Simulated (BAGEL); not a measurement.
**doublet CH5GaS+ at 3 levels**

Wanted: a comparison of 3 runs (ROHF/6-31G*, UHF/6-31G*, ROHF/cc-pVDZ) of doublet CH5GaS+. 

The calculation is run with BAGEL 1.2.2.

3 further runs of the same task are left out: 1 that didn't finish, 2 set aside as unsound or not needed.

## 1. Starting point

The species is CH5GaS+ (8 atoms), meant as a doublet with charge +1. SMILES of the parent species: `[CH3][GaH][SH]`. The coordinates come from a PBE0-D4/def2-TZVP relaxation. This is one conformer, not always the lowest. That shape belongs to the parent species and isn't relaxed for this state.

Bond lengths: C1–Ga2 1.960 Å, Ga2–S3 2.208 Å, C1–H4 1.093 Å, C1–H5 1.090 Å, C1–H6 1.093 Å, Ga2–H7 1.564 Å, S3–H8 1.343 Å. Angles: C1–Ga2–S3 119.9°, C1–Ga2–H7 126.4°, S3–Ga2–H7 113.7°, Ga2–C1–H4 110.0°, Ga2–C1–H5 112.0°, Ga2–C1–H6 109.8°, Ga2–S3–H8 95.1°, H4–C1–H5 108.8°, H4–C1–H6 107.4°, H5–C1–H6 108.7°.

## 2. The energy at ROHF/6-31G(d) (density fitting with qzvpp-jkfit, spherical functions) (run 1)

input.json

```json
{ "bagel": [

{
  "title": "molecule",
  "basis": "6-31gs.json",
  "df_basis": "qzvpp-jkfit",
  "angstrom": true,
  "geometry": [
    { "atom": "C", "xyz": [   -0.822600,    0.630300,   -0.510700 ] },
    { "atom": "Ga", "xyz": [    0.973600,    0.037600,    0.003700 ] },
    { "atom": "S", "xyz": [    1.217500,   -1.725900,    1.309100 ] },
    { "atom": "H", "xyz": [   -0.967200,    1.675400,   -0.226100 ] },
    { "atom": "H", "xyz": [   -1.600900,    0.027200,   -0.042900 ] },
    { "atom": "H", "xyz": [   -0.936300,    0.569300,   -1.596000 ] },
    { "atom": "H", "xyz": [    2.326300,    0.695600,   -0.424400 ] },
    { "atom": "H", "xyz": [   -0.098200,   -1.966600,    1.431400 ] }
  ]
},
{ "title": "rohf", "charge": 1, "nopen": 1 },
{ "title": "print", "file": "orbitals.molden", "orbitals": true }

]}
```

The basis set 6-31G* is read from a file made from the Basis Set Exchange's data (not shown).

Command:

```bash
BAGEL_NUM_THREADS=1 BAGEL input.json > input.out
```

The log of the run:

```text
* using 1 threads per process

  ===============================================================
  ===============================================================

  *** Geometry ***

  { "atom" : "C", "xyz" : [     -1.554489,      1.191094,     -0.965083 ] },
  { "atom" : "Ga", "xyz" : [      1.839837,      0.071054,      0.006992 ] },
  { "atom" : "S", "xyz" : [      2.300742,     -3.261478,      2.473840 ] },
  { "atom" : "H", "xyz" : [     -1.827743,      3.166047,     -0.427267 ] },
  { "atom" : "H", "xyz" : [     -3.025263,      0.051401,     -0.081069 ] },
  { "atom" : "H", "xyz" : [     -1.769351,      1.075821,     -3.016003 ] },
  { "atom" : "H", "xyz" : [      4.396070,      1.314493,     -0.802000 ] },
  { "atom" : "H", "xyz" : [     -0.185571,     -3.716335,      2.704954 ] },

  Number of auxiliary basis functions:      559

  Since a DF basis is specified, we compute 2- and 3-index integrals:
    o Being stored without compression. Storage requirement is 0.024 GB

  Number of basis functions:       74
  Number of electrons      :       58

    * METHOD: MOLECULE                             0.90

  *** Open-shell HF ***

  === Nuclear Repulsion ===
   246.8899367676

      * DIIS with orbital gradients will be used.

  === ROHF iteration (6-31gs.json) ===
      0      -2360.84122650          0.02753861           0.35
      1      -2360.94095163          0.01354369           0.33
      2      -2360.95452227          0.00808924           0.34
      3      -2360.95967536          0.00111906           0.33
      4      -2360.95986483          0.00044777           0.32
      5      -2360.95989714          0.00007375           0.32
      6      -2360.95989878          0.00002422           0.35
      7      -2360.95989890          0.00000607           0.34
      8      -2360.95989891          0.00000144           0.23
      9      -2360.95989890          0.00000091           0.29
     10      -2360.95989890          0.00000055           0.31
     11      -2360.95989890          0.00000043           0.28
     12      -2360.95989890          0.00000034           0.40
     13      -2360.95989891          0.00000020           0.40
     14      -2360.95989891          0.00000013           0.26
     15      -2360.95989891          0.00000007           0.38
     16      -2360.95989891          0.00000004           0.42
     17      -2360.95989891          0.00000002           0.26
     18      -2360.95989891          0.00000001           0.30
    * SCF iteration converged.

    * S^2 (ROHF) is 0.7500

    * Permanent dipole moment:
           (    0.262595,     1.048800,    -0.759109) a.u.

    * METHOD: ROHF                                 6.79

    * METHOD: PRINT                                0.02

  ===============================================================
```

Run time: 8.1 s. Hardware: 1 thread of Intel Xeon at 2.50GHz (Skylake/Cascade Lake), shared host.

## 3. A single-point energy at UHF/6-31G(d) (density fitting with qzvpp-jkfit, spherical functions) (run 2)

Changes to input.json since step 2:

```diff
@@ -18,4 +18,12 @@
 },
-{ "title": "rohf", "charge": 1, "nopen": 1 },
-{ "title": "print", "file": "orbitals.molden", "orbitals": true }
+{
+  "title": "uhf",
+  "charge": 1,
+  "nopen": 1
+},
+{
+  "title": "print",
+  "file": "orbitals.molden",
+  "orbitals": true
+}
```

The basis set 6-31G* is read from a file made from the Basis Set Exchange's data (not shown).

Command:

```bash
BAGEL_NUM_THREADS=1 BAGEL input.json > input.out
```

The log of the run:

```text
* using 1 threads per process

  ===============================================================
  ===============================================================

  *** Geometry ***

  { "atom" : "C", "xyz" : [     -1.554489,      1.191094,     -0.965083 ] },
  { "atom" : "Ga", "xyz" : [      1.839837,      0.071054,      0.006992 ] },
  { "atom" : "S", "xyz" : [      2.300742,     -3.261478,      2.473840 ] },
  { "atom" : "H", "xyz" : [     -1.827743,      3.166047,     -0.427267 ] },
  { "atom" : "H", "xyz" : [     -3.025263,      0.051401,     -0.081069 ] },
  { "atom" : "H", "xyz" : [     -1.769351,      1.075821,     -3.016003 ] },
  { "atom" : "H", "xyz" : [      4.396070,      1.314493,     -0.802000 ] },
  { "atom" : "H", "xyz" : [     -0.185571,     -3.716335,      2.704954 ] },

  Number of auxiliary basis functions:      559

  Since a DF basis is specified, we compute 2- and 3-index integrals:
    o Being stored without compression. Storage requirement is 0.024 GB

  Number of basis functions:       74
  Number of electrons      :       58

    * METHOD: MOLECULE                             0.78

  *** Open-shell HF ***

  === Nuclear Repulsion ===
   246.8899367676

      * DIIS with orbital gradients will be used.

  === UHF iteration (6-31gs.json) ===
      0      -2360.84122650          0.02753861           0.31
      1      -2360.94449954          0.01354412           0.31
      2      -2360.95870853          0.00809095           0.30
      3      -2360.96396151          0.00112534           0.27
      4      -2360.96421753          0.00045219           0.27
      5      -2360.96426593          0.00007785           0.31
      6      -2360.96427166          0.00002569           0.32
      7      -2360.96427313          0.00000680           0.34
      8      -2360.96427354          0.00000197           0.31
      9      -2360.96427366          0.00000120           0.23
     10      -2360.96427371          0.00000074           0.27
     11      -2360.96427374          0.00000046           0.30
     12      -2360.96427375          0.00000035           0.26
     13      -2360.96427375          0.00000026           0.23
     14      -2360.96427375          0.00000019           0.32
     15      -2360.96427375          0.00000008           0.32
     16      -2360.96427375          0.00000005           0.30
     17      -2360.96427375          0.00000003           0.31
     18      -2360.96427375          0.00000001           0.30
     19      -2360.96427375          0.00000001           0.30
    * SCF iteration converged.

    * S^2 (UHF) is 0.7597

    * Permanent dipole moment:
           (    0.259615,     1.049051,    -0.759417) a.u.

    * METHOD: UHF                                  6.37

    * METHOD: PRINT                                0.01

  ===============================================================
```

Run time: 7.8 s. Hardware: 1 thread of Intel Xeon at 2.50GHz (Skylake/Cascade Lake), shared host.

## 4. A single-point energy at ROHF/cc-pVDZ (density fitting with qzvpp-jkfit) (run 3)

input.json

```json
{ "bagel" : [

{
  "title" : "molecule",
  "basis" : "cc-pvdz.json",
  "df_basis" : "qzvpp-jkfit",
  "angstrom" : true,
  "geometry" : [
    { "atom" : "C", "xyz" : [      -0.822600,       0.630300,      -0.510700 ] },
    { "atom" : "Ga", "xyz" : [       0.973600,       0.037600,       0.003700 ] },
    { "atom" : "S", "xyz" : [       1.217500,      -1.725900,       1.309100 ] },
    { "atom" : "H", "xyz" : [      -0.967200,       1.675400,      -0.226100 ] },
    { "atom" : "H", "xyz" : [      -1.600900,       0.027200,      -0.042900 ] },
    { "atom" : "H", "xyz" : [      -0.936300,       0.569300,      -1.596000 ] },
    { "atom" : "H", "xyz" : [       2.326300,       0.695600,      -0.424400 ] },
    { "atom" : "H", "xyz" : [      -0.098200,      -1.966600,       1.431400 ] }
  ]
},

{
  "title" : "rohf",
  "charge" : 1,
  "nopen" : 1
},

{
  "title" : "print",
  "file" : "orbitals.molden",
  "orbitals" : true
}

]}
```

The basis set cc-pVDZ is read from a file made from the Basis Set Exchange's data (not shown).

Command:

```bash
BAGEL_NUM_THREADS=1 BAGEL input.json > input.out
```

The log of the run:

```text
* using 1 threads per process

  ===============================================================
  ===============================================================

  *** Geometry ***

  { "atom" : "C", "xyz" : [     -1.554489,      1.191094,     -0.965083 ] },
  { "atom" : "Ga", "xyz" : [      1.839837,      0.071054,      0.006992 ] },
  { "atom" : "S", "xyz" : [      2.300742,     -3.261478,      2.473840 ] },
  { "atom" : "H", "xyz" : [     -1.827743,      3.166047,     -0.427267 ] },
  { "atom" : "H", "xyz" : [     -3.025263,      0.051401,     -0.081069 ] },
  { "atom" : "H", "xyz" : [     -1.769351,      1.075821,     -3.016003 ] },
  { "atom" : "H", "xyz" : [      4.396070,      1.314493,     -0.802000 ] },
  { "atom" : "H", "xyz" : [     -0.185571,     -3.716335,      2.704954 ] },

  Number of auxiliary basis functions:      559

  Since a DF basis is specified, we compute 2- and 3-index integrals:
    o Being stored without compression. Storage requirement is 0.032 GB

  Number of basis functions:       84
  Number of electrons      :       58

    * METHOD: MOLECULE                             0.86

  *** Open-shell HF ***

  === Nuclear Repulsion ===
   246.8899367676

      * DIIS with orbital gradients will be used.

  === ROHF iteration (cc-pvdz.json) ===
      0      -2361.09494572          0.02722425           0.36
      1      -2361.21614941          0.01317964           0.40
      2      -2361.23592680          0.00579557           0.37
      3      -2361.24093748          0.00097833           0.36
      4      -2361.24118110          0.00013091           0.36
      5      -2361.24118717          0.00005053           0.37
      6      -2361.24118791          0.00000977           0.28
      7      -2361.24118792          0.00000233           0.28
      8      -2361.24118791          0.00000052           0.30
      9      -2361.24118792          0.00000014           0.28
     10      -2361.24118792          0.00000004           0.34
     11      -2361.24118791          0.00000002           0.38
     12      -2361.24118792          0.00000002           0.44
     13      -2361.24118792          0.00000001           0.42
     14      -2361.24118792          0.00000001           0.41
    * SCF iteration converged.

    * S^2 (ROHF) is 0.7500

    * Permanent dipole moment:
           (    0.285803,     1.057069,    -0.764012) a.u.

    * METHOD: ROHF                                 5.93

    * METHOD: PRINT                                0.02

  ===============================================================
```

Wall time 7.5 s (1 thread of Intel Xeon at 2.50GHz (Skylake/Cascade Lake), shared host).

## 5. All runs side by side

| run | level | energy (Eh) | ⟨S²⟩ | wall time |
| --- | --- | --- | --- | --- |
| 1 | ROHF/6-31G* (density fitting with qzvpp-jkfit, spherical functions) | -2360.959899 | 0.750 | 8.1 s |
| 2 | UHF/6-31G* (density fitting with qzvpp-jkfit, spherical functions) | -2360.964274 | 0.760 | 7.8 s |
| 3 | ROHF/cc-pVDZ (density fitting with qzvpp-jkfit) | -2361.241188 | 0.750 | 7.5 s |

## 6. What came out

| quantity | value |
| --- | --- |
| run 3: total energy | -2361.24119 Eh |
| run 3: ⟨S²⟩ | 0.750 |

Over the runs the total energy spans 7.654 eV. All runs together took 23 s, the longest 8.1 s.
